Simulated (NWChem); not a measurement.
# One shape, several levels: CH3BFNO (SMILES NC1(F)BO1)

Aim: a comparison of 3 runs (HF/def2-SVP, PBE0/def2-SVP, MP2/6-31G**) of CH3BFNO. 

The results are computed with NWChem 7.3.0.

### Step 1. The structure to begin with

CH3BFNO: 8 atoms, total charge 0, spin state singlet. SMILES: `NC1(F)BO1`. Geometry: relaxed at PBE0-D4/def2-TZVP. This is one conformer, not always the lowest.

Bond lengths: N1–C2 1.387 Å, C2–F3 1.372 Å, C2–B4 1.510 Å, C2–O5 1.462 Å, B4–O5 1.335 Å, N1–H6 1.009 Å, N1–H7 1.013 Å, B4–H8 1.182 Å. Some angles: N1–C2–F3 113.8°, N1–C2–B4 127.1°, N1–C2–O5 115.3°, F3–C2–B4 118.6°, F3–C2–O5 108.3°, B4–C2–O5 53.3°, C2–B4–O5 61.5°, C2–O5–B4 65.2°, C2–N1–H6 112.2°, C2–N1–H7 112.6°.

### Step 2. Energy and gradient at HF/def2-SVP (run 1)

job.nw

```
start job
title "CH3BFNO hf"
memory stack 880 mb heap 220 mb global 1100 mb
charge 0
geometry units angstroms noautosym nocenter noautoz
N       -0.431000       1.148400       0.184600
C        0.054100      -0.061200      -0.289600
F        0.122100      -0.132700      -1.658300
B        0.337600      -1.307200       0.515100
O        1.346900      -0.473000       0.255300
H       -1.439500       1.170100       0.211400
H       -0.075300       1.941600      -0.336200
H        0.177200      -2.343100       1.061900
end
basis spherical bse
* library def2-SVP
end
scf
singlet
rhf
thresh 1e-08
maxiter 80
print low
end
task scf gradient
```

Command:

```console
nwchem job.nw > job.out
```

Log:

```text
[...]
  functions       =    85
[...]
  wavefunction    = RHF
[...]
         Total SCF energy =   -292.804251155691
      One-electron energy =   -734.998686915478
      Two-electron energy =    274.783137408061
 Nuclear repulsion energy =    167.411298351725
        Time for solution =     14.8s
[...]
                         RHF ENERGY GRADIENTS
    atom               coordinates                        gradient
                 x          y          z           x          y          z
   1 N      -0.814472   2.170161   0.348843    0.004219  -0.003867   0.005219
   2 C       0.102234  -0.115651  -0.547265   -0.022029   0.003437   0.010899
   3 F       0.230736  -0.250767  -3.133733    0.002991  -0.001830  -0.019622
   4 B       0.637971  -2.470250   0.973398   -0.016544  -0.007016   0.002144
   5 O       2.545272  -0.893840   0.482447    0.033371   0.003475   0.004842
   6 H      -2.720261   2.211168   0.399488   -0.006762  -0.000795   0.001097
   7 H      -0.142296   3.669092  -0.635326    0.002831   0.006077  -0.004181
   8 H       0.334859  -4.427817   2.006700    0.001922   0.000518  -0.000399
 Task  times  cpu:       21.6s     wall:       21.6s
 Total times  cpu:       21.6s     wall:       21.6s
```

Run time: 22 s. Hardware: 1 thread of Intel Xeon Platinum 8259CL at 2.50GHz (Skylake/Cascade Lake), shared host; peak memory 0.1 GiB.

### Step 3. Energy and gradient at PBE0/def2-SVP (run 2)

run.py

```python
from ase import Atoms
from ase.calculators.nwchem import NWChem

molecule = Atoms('NCFBOHHH', positions=[
    [-0.431000, 1.148400, 0.184600],
    [0.054100, -0.061200, -0.289600],
    [0.122100, -0.132700, -1.658300],
    [0.337600, -1.307200, 0.515100],
    [1.346900, -0.473000, 0.255300],
    [-1.439500, 1.170100, 0.211400],
    [-0.075300, 1.941600, -0.336200],
    [0.177200, -2.343100, 1.061900],
])

calc = NWChem(
    label='input',
    theory='dft',
    memory='2200 mb',
    basis='def2-SVP',
    basispar='spherical bse',
    dft={'xc': 'pbe0', 'mult': '1', 'grid': 'xfine', 'convergence': 'energy 1e-08', 'iterations': '100', 'mulliken': None},
)
molecule.calc = calc

forces = molecule.get_forces()
print(f"energy = {molecule.get_potential_energy():.6f} eV")
print("forces (eV/A):")
for s, f in zip(molecule.symbols, forces):
    print(f"{s:2s} {f[0]:10.5f} {f[1]:10.5f} {f[2]:10.5f}")
print("dipole (e A):", molecule.get_dipole_moment().round(4))
```

Command:

```console
export ASE_NWCHEM_COMMAND="nwchem PREFIX.nwi > PREFIX.nwo"
python run.py
```

Log:

```text
energy = -8000.983693 eV
forces (eV/A):
N     0.17756   -0.26040    0.15823
C     0.09107    0.22266   -0.30236
F    -0.01275   -0.01491    0.17741
B     0.14136    0.14280   -0.05440
O    -0.16167   -0.02288   -0.01075
H    -0.25798    0.03579    0.00550
H     0.06690    0.18239   -0.13411
H    -0.04448   -0.28550    0.16049
dipole (e A): [-0.3956  0.1171  0.0971]
```

The calculator wrote input.nwi:

```
title "input"

permanent_dir input

scratch_dir input

start input

geometry units angstrom nocenter noautosym noautoz
  N  -4.3099999999999999e-01 1.1484000000000001e+00 1.8459999999999999e-01
  C  5.4100000000000002e-02 -6.1199999999999997e-02 -2.8960000000000002e-01
  F  1.2210000000000000e-01 -1.3270000000000001e-01 -1.6583000000000001e+00
  B  3.3760000000000001e-01 -1.3071999999999999e+00 5.1510000000000000e-01
  O  1.3469000000000000e+00 -4.7299999999999998e-01 2.5530000000000003e-01
  H  -1.4395000000000000e+00 1.1700999999999999e+00 2.1140000000000000e-01
  H  -7.5300000000000006e-02 1.9416000000000000e+00 -3.3620000000000000e-01
  H  1.7720000000000000e-01 -2.3431000000000002e+00 1.0619000000000001e+00
end

memory 2200 mb

basis spherical bse noprint
   * library def2-SVP
end

dft
  xc pbe0
  mult 1
  grid xfine
  convergence energy 1e-08
  iterations 100
  mulliken
end

task dft gradient
```

input.nwo:

```text
Northwest Computational Chemistry Package (NWChem) 7.3.0
             --------------------------------------------------------

           Job information
           ---------------

    nwchem branch   = 7.3.0
    use scalapack   = T
    input           = input.nwi
    prefix          = input.
    data base       = input/input.db
    status          = startup
    nproc           =        1

           Memory information
           ------------------

[... 5 lines left out ...]
    hardfail = no
[... 111 lines left out ...]
  convergence criterion.
[... 44 lines left out ...]
          Spatial weights used:  Erf1
[... 32 lines left out ...]
 1-e energy   =    -732.403848
[... 43 lines left out ...]
           Coulomb energy =      310.181001464155
[... 667 lines left out ...]
          Convergence on density requested:  1.00D-05
[... 30 lines left out ...]
          total energy or number of iterations.
[... 36 lines left out ...]
                 ----------------------------------------
                 |  Time  |  1-e(secs)   |  2-e(secs)   |
                 ----------------------------------------
                 |  CPU   |       0.01   |       6.74   |
                 ----------------------------------------
                 |  WALL  |       0.01   |       6.74   |
                 ----------------------------------------

 Task  times  cpu:       49.3s     wall:       49.3s
 Total times  cpu:       49.3s     wall:       49.3s
```

It took 51 s on 1 thread of Intel Xeon Platinum 8259CL at 2.50GHz (Skylake/Cascade Lake), shared host; peak memory 0.14 GiB.

### Step 4. Energy and forces at MP2/6-31G(d,p) (spherical functions) (run 3)

sp.nw

```
start sp
title "CH3BFNO gradient"
memory stack 880 mb heap 220 mb global 1100 mb

geometry units angstroms noautosym nocenter noautoz
 N       -0.431000       1.148400       0.184600
 C        0.054100      -0.061200      -0.289600
 F        0.122100      -0.132700      -1.658300
 B        0.337600      -1.307200       0.515100
 O        1.346900      -0.473000       0.255300
 H       -1.439500       1.170100       0.211400
 H       -0.075300       1.941600      -0.336200
 H        0.177200      -2.343100       1.061900
end

basis spherical bse
 * library 6-31G**
end

scf
 thresh 1e-08
 maxiter 80
end

mp2
 freeze core 5
 tight
end

task mp2 gradient
```

Command:

```console
nwchem sp.nw > sp.out
```

Log:

```text
[...]
  functions       =    85
[...]
  wavefunction    = RHF
[...]
         Total SCF energy =   -293.034128291389
      One-electron energy =   -735.519901029333
      Two-electron energy =    275.074474386218
 Nuclear repulsion energy =    167.411298351725
        Time for solution =     19.7s
[...]
          Total MP2 energy          -293.758231460230
[...]
                         mp2 ENERGY GRADIENTS
    atom               coordinates                        gradient
                 x          y          z           x          y          z
   1 N      -0.814472   2.170161   0.348843    0.000989  -0.008786  -0.006633
   2 C       0.102234  -0.115651  -0.547265    0.011150   0.004297  -0.001023
   3 F       0.230736  -0.250767  -3.133733   -0.000362  -0.000171   0.012661
   4 B       0.637971  -2.470250   0.973398    0.011003   0.013614  -0.005925
   5 O       2.545272  -0.893840   0.482447   -0.023156  -0.006437  -0.003097
   6 H      -2.720261   2.211168   0.399488    0.000358   0.000062   0.001104
   7 H      -0.142296   3.669092  -0.635326    0.000398   0.000882   0.001024
   8 H       0.334859  -4.427817   2.006700   -0.000381  -0.003461   0.001889
[...]
```

It took 53 s on 1 thread of Intel Xeon Platinum 8259CL at 2.50GHz (Skylake/Cascade Lake), shared host; peak memory 0.27 GiB.

### Step 5. The series

| run | level | iteration cap | module | energy (Eh) | largest force (eV/Å) | wall time |
| --- | --- | --- | --- | --- | --- | --- |
| 1 | HF/def2-SVP | 80 | scf | -292.804251 | 1.743 | 22 s |
| 2 | PBE0/def2-SVP | 100 | dft | -294.030730 | 0.386 | 51 s |
| 3 | MP2/6-31G** (spherical functions) | 80 | mp2 | -293.758231 | 1.246 | 53 s |

### Step 6. What came out

| quantity | value |
| --- | --- |
| run 3: total energy | -293.75823 Eh |
| run 3: dipole moment (of the density that the program reports) | 1.96 D |
| run 3: HOMO energy (Hartree–Fock orbitals) | -11.47 eV |
| run 3: LUMO energy (Hartree–Fock orbitals) | 3.64 eV |
| run 3: HOMO–LUMO gap (Hartree–Fock orbitals) | 15.11 eV |
| run 3: correlation energy (5 core orbitals frozen) | -724.1 mEh |
| run 3: largest force on an atom | 1.246 eV/Å |

All runs together took 2.1 min, the longest 53 s.
